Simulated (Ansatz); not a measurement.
# BClH₅NOSi: one species, many methods

One table from this session's results is given with a row withheld; the runs are named, their logs left out.

Method: functionals in def2-TZVPP, the program's frozen cores in correlated methods; program: Ansatz 0.2.0, Gaussian basis.

Plan: LDA (SPW92), PBE-D4, revPBE-D4, BLYP-D4, r2SCAN-D4, B97M-V, PBE0-D4, B3LYP-D4, r2SCANh-D4, r2SCAN0-D4, HSE06-D4, BHLYP-D4, CAM-B3LYP-D4, LC-ωPBE, ωB97X-V, ωB97M-V, B2PLYP, PBE-QIDH; CCSD(T)/def2-SVP; CCSD(T)/def2-TZVPP; MP2/def2-QZVPP; extrapolation to the limit; RPA on PBE.

### The relaxed structure

The geometry comes from an earlier relaxation with PBE0-D4 in a triple-zeta def2 set; it is a stationary point, not always the lowest conformer.

SMILES `NBO[SiH2]Cl`, 10 atoms, charge 0, spin multiplicity 1.

Atoms are counted from 1 here; the program's logs count them from 0.

Bond lengths: N1–B2 1.392 Å, N1–H6 1.003 Å, N1–H7 1.006 Å, B2–O3 1.378 Å, B2–H8 1.201 Å, O3–Si4 1.628 Å, Si4–Cl5 2.052 Å, Si4–H9 1.476 Å, Si4–H10 1.480 Å. Angles: B2–N1–H6 122.6°, B2–N1–H7 122.7°, H6–N1–H7 114.7°, N1–B2–O3 119.0°, N1–B2–H8 120.2°, O3–B2–H8 120.8°, B2–O3–Si4 130.9°, O3–Si4–Cl5 110.2°, O3–Si4–H9 107.9°, O3–Si4–H10 111.2°, Cl5–Si4–H9 107.6°, Cl5–Si4–H10 107.2°, H9–Si4–H10 112.6°.

The first run:

in.yaml reads:

```yaml
crystal:
  periodic: [false, false, false]
  atoms:
    - {symbol: N, position_ang: [-0.678401, 1.376729, 1.521395]}
    - {symbol: B, position_ang: [-0.292685, 0.204568, 0.878289]}
    - {symbol: O, position_ang: [0.292450, 0.286739, -0.366853]}
    - {symbol: Si, position_ang: [0.746027, -0.877522, -1.410648]}
    - {symbol: Cl, position_ang: [-0.853864, -1.473094, -2.548842]}
    - {symbol: H, position_ang: [-1.104326, 1.380252, 2.429889]}
    - {symbol: H, position_ang: [-0.561848, 2.286517, 1.107790]}
    - {symbol: H, position_ang: [-0.461741, -0.858861, 1.409316]}
    - {symbol: H, position_ang: [1.754108, -0.302506, -2.322032]}
    - {symbol: H, position_ang: [1.243382, -2.073923, -0.695401]}
basis:
  gaussian: {orbitals: def2-TZVPP}
hamiltonian: {xc: lda}
output: {orbitals: {seedname: orbitals}}
```

Steps of the session up to this table: LDA; PBE-D4 (GGA); revPBE-D4 (GGA); BLYP-D4 (GGA); r2SCAN-D4 (meta-GGA); B97M-V (meta-GGA); PBE0-D4 (hybrid); B3LYP-D4 (hybrid); r2SCANh-D4 (hybrid); r2SCAN0-D4 (hybrid); HSE06-D4 (hybrid); BHLYP-D4 (hybrid); CAM-B3LYP-D4 (range-separated); LC-ωPBE (range-separated); ωB97X-V (range-separated); ωB97M-V (range-separated); B2PLYP (double hybrid); PBE-QIDH (double hybrid).

One of the session's tables, all rows but one given; the rest of the session is left out.

It belongs to the step «Frontier levels by functional». 

```
  functional  HOMO (eV)  LUMO (eV)  gap (eV)
 LDA (SPW92)      -7.05      -0.55      6.50
      PBE-D4      -6.85      -0.26      6.59
   revPBE-D4      -6.78      -0.14      6.64
     BLYP-D4      -6.71      -0.11      6.60
   r2SCAN-D4      -7.14       0.15      7.29
      B97M-V      -7.23      -0.01      7.22
     PBE0-D4      -8.26       0.65      8.90
    B3LYP-D4      -8.00       0.42      8.42
  r2SCANh-D4      -7.67       0.49      8.16
  r2SCAN0-D4      -8.47       0.92      9.39
    HSE06-D4      -7.85       0.27      8.12
    BHLYP-D4      -9.56       1.44     11.01
CAM-B3LYP-D4      -9.69       1.58     11.27
     LC-ωPBE          ?          ?         ?
     ωB97X-V     -10.72       2.62     13.34
     ωB97M-V     -10.64       2.21     12.85
```

Estimate the missing values for LC-ωPBE.

**Answer.** HOMO (eV): -11.12; LUMO (eV): 2.79; gap (eV): 13.91. In the column «HOMO (eV)» it is the lowest.
